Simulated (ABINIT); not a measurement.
The system is GaSb3.

```
Sb Ga
1.0
     0.00000    3.73060    3.73060
     3.73060    0.00000    3.73060
     3.73060    3.73060    0.00000
Sb Ga
3 1
Direct
  0.50000 0.50000 0.50000
  0.75000 0.75000 0.75000
  0.25000 0.25000 0.25000
  0.00000 0.00000 0.00000
```

The cell comes from a database or a generator and needn't be the stable form of this composition.

Base run:

* Program: ABINIT 10.8.3 (patched build)
* Functional: r2SCAN
* Potentials or basis: JTH PAW PBE v2.0
* Cutoff: 544 eV
* k mesh: 6 × 6 × 6
* Occupations: fermi-dirac, width 0.05 eV
* Spin: no spin polarisation

Its results: band gap on the k mesh none (metal or under the smearing width); pressure -1.5 GPa.

The run is repeated on the same cell with these changes: functional from r2SCAN to PBE; cutoff from 544 eV to 463 eV; fine-grid cutoff from 1088.46 eV to 925.187 eV. What comes out?

Band gap on the k mesh none (metal or under the smearing width); pressure -0.8 GPa.

Caveats: spin-orbit coupling is left out, which moves the levels of the heavy elements; the PAW data sets were made with another functional, which shifts forces and pressure a little (some runs).
